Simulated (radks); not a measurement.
# Ge⁴⁺ in [Ar] 3d10: an all-electron calculation

An exercise on one series of results from a longer session: the logs are not shown, and one member is left open.

The numbers are computed with radks (a radial shooting solver on a logarithmic mesh, Libxc functionals) version 1 (Dirac Kohn-Sham, PBE, spin-unpolarised, spherical densities, finite nucleus), except any that are marked as measured or tabulated.

## The atom as given

| Property | Result |
| --- | --- |
| element | germanium (Z = 32) |
| charge | +4 |
| electrons | 28 |
| configuration | [Ar] 3d10 |
| nuclear rms radius | 4.0742 fm |

The outer shells:

Ge⁴⁺
```
[Ar] core
3d [↑↓][↑↓][↑↓][↑↓][↑↓]
```

The first run:

Settings of this run:

```text
Z 32
configuration [Ar] 3d10 4s0 4p0
relativity Dirac
functional pbe,pbe
spin unpolarised
j_filling energy
nucleus finite rms 4.0742 fm
c 137.035999084
```

One of the session's tables, all rows but one given; the rest of the session is left out.

It belongs to the step «Radial structure». Radial moments (bohr):

| level | <r> | outermost maximum (interpolated) | 90 % within | nodes |
| --- | --- | --- | --- | --- |
| 1s1/2 | 0.04700 | 0.0307 | 0.0840 | 0 |
| 2s1/2 | 0.2098 | 0.176 | 0.325 | 1 |
| 2p1/2 | 0.1812 | 0.139 | 0.297 | 0 |
| 2p3/2 | 0.1848 | 0.142 | 0.302 | 0 |
| 3s1/2 | 0.6236 | 0.543 | 0.932 | 2 |
| 3p1/2 | 0.6385 | 0.538 | 0.981 | 1 |
| 3p3/2 | 0.6490 | 0.546 | 0.997 | 1 |
| 3d3/2 | ? | ? | ? | ? |
| 3d5/2 | 0.7188 | 0.504 | 1.21 | 0 |
| 4s1/2 | 1.763 | 1.58 | 2.56 | 3 |
| 4p1/2 | 1.983 | 1.76 | 2.90 | 2 |
| 4p3/2 | 2.004 | 1.79 | 2.93 | 2 |

Q: Estimate the row for 3d3/2 from the others.

The run gave: <r>: 0.7143; outermost maximum (interpolated): 0.501; 90 % within: 1.20; nodes: 0. In the column «<r>» it lies between 3p3/2 (0.6490) and 3d5/2 (0.7188).
